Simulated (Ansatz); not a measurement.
ZnPd3, space group Pm-3m: an equation of state with a fit, run with the Python package of Ansatz (0.2.0).

`eos_znpd3.py`:
```python
'''Equation of state of ZnPd3.'''

import logging
import sys

import ansatz
import numpy as np

logging.basicConfig(stream=sys.stdout, format='%(levelname)s:%(name)s:%(message)s')
log = logging.getLogger('znpd3')
log.setLevel(logging.INFO)

XC = 'r2scan'
SMEARING_WIDTH = 0.15
SCF_TOL = 1e-05
MAX_ITERATIONS = 60
MESH = (6, 6, 6)

vectors0 = np.array([
    [3.876902, 0.0, 0.0],
    [0.0, 3.876902, 0.0],
    [0.0, 0.0, 3.876902],
])
sites = [
    ('Zn', [0.0, 0.0, 0.0]),
    ('Pd', [0.0, 0.5, 0.5]),
    ('Pd', [0.5, 0.0, 0.5]),
    ('Pd', [0.5, 0.5, 0.0]),
]


def make_crystal(cell):
    crystal = ansatz.Crystal(lattice=ansatz.Lattice.of(cell))
    for symbol, position in sites:
        crystal = crystal.atom(symbol, position)
    return crystal


def main() -> None:
    # uniform scaling of the cell
    volumes, energies, pressures = [], [], []
    for scale in np.linspace(0.88, 1.12, 7):
        cell = vectors0 * scale ** (1 / 3)
        setup = (
            make_crystal(cell).calculation()
            .functional(XC)
            .basis(14 * ansatz.Ha)
            .accuracy('low')
            .occupations(ansatz.OccupationsMethod.FERMI_DIRAC, width=SMEARING_WIDTH)
            .scf(tolerance=SCF_TOL, max_iterations=MAX_ITERATIONS)
            .kpoints(*MESH)
            .stress()
        )
        report = setup.run(threads=1).report
        volumes.append(abs(np.linalg.det(cell)) / len(sites))
        energies.append(report['free_energy_ev'] / len(sites))
        pressures.append(np.trace(report['stress_gpa']) / 3)
        log.info(f'V = {volumes[-1]:8.4f} A^3/atom  F = {energies[-1]:.5f} eV/atom  P = {pressures[-1]:8.3f} GPa')

    # third-order Birch-Murnaghan: a cubic in V^(-2/3)
    x = np.array(volumes) ** (-2 / 3)
    poly = np.polynomial.Polynomial.fit(x, energies, 3).convert()
    roots = poly.deriv().roots()
    x0 = min((r.real for r in roots if abs(r.imag) < 1e-9 and poly.deriv(2)(r.real) > 0), key=lambda r: abs(r - x.mean()))
    v0 = x0 ** -1.5
    b0 = 4 / 9 * poly.deriv(2)(x0) * v0 ** (-7 / 3) * 160.21766
    b1 = 4 + 2 / 3 * x0 * poly.deriv(3)(x0) / poly.deriv(2)(x0)
    log.info(f'V0 = {v0:.4f} A^3/atom, B0 = {b0:.1f} GPa, dB/dP = {b1:.2f}')


if __name__ == '__main__':
    main()
```

Where does the minimum lie against the volume typed, and how stiff is the crystal?

A third-order Birch-Murnaghan fit through the 7 points has its minimum at 14.55 Å³ an atom, 0.1 % below the typed cell, with a bulk modulus of 168 GPa. From that minimum the energy rises by 141.4 meV an atom on the compressed side and 88.4 meV on the expanded side.

The output:

```console
$ python eos_znpd3.py
DeckWarning: basis.ecutwfc = 380.959407443832 eV is below the records' recommended 500 eV, and the density's cutoff is lower with it unless basis.ecutrho_ratio is high enough to keep the records' density cutoff: compare with a run at a higher cutoff
DeckWarning: output.stress: scf.convergence.dr2_threshold = 1e-5 eV is looser than the 4e-10 eV advised for a printed stress (1e-10 eV for each atom of the cell: 4). What an SCF threshold leaves in a stress goes as its square root, and in the free energy as [...]
INFO:znpd3:V =  12.8197 A^3/atom  F = -6070.92437 eV/atom  P =   29.977 GPa
INFO:znpd3:V =  13.4024 A^3/atom  F = -6071.00926 eV/atom  P =   17.262 GPa
INFO:znpd3:V =  13.9851 A^3/atom  F = -6071.05337 eV/atom  P =    7.396 GPa
INFO:znpd3:V =  14.5678 A^3/atom  F = -6071.06577 eV/atom  P =   -0.242 GPa
INFO:znpd3:V =  15.1505 A^3/atom  F = -6071.05369 eV/atom  P =   -6.137 GPa
INFO:znpd3:V =  15.7332 A^3/atom  F = -6071.02272 eV/atom  P =  -10.669 GPa
INFO:znpd3:V =  16.3160 A^3/atom  F = -6070.97734 eV/atom  P =  -14.141 GPa
INFO:znpd3:V0 = 14.5470 A^3/atom, B0 = 168.5 GPa, dB/dP = 5.43
```
(Warnings from the package without file and line, shortened.)

The settings weren't tested for convergence. The cutoff lies under the one recommended for these potentials. Under the recommended cutoff a pressure can be off by several GPa, even in sign. For a metal this k-point mesh is coarse: on a finer one energies can move by several to tens of meV an atom and pressures by half a GPa or more, differences at one mesh by less. The smearing is wide enough that free energy and stress hold a thermal part of the electrons. Pressure is positive in compression. This cell is a computed structure, which may not be the phase found in nature. The whole script took 24 s on 1 thread of Arm Neoverse V2 (shared host), peak memory 0.44 GiB.

(Lines on the test bed's own set-up are left out of the output.)
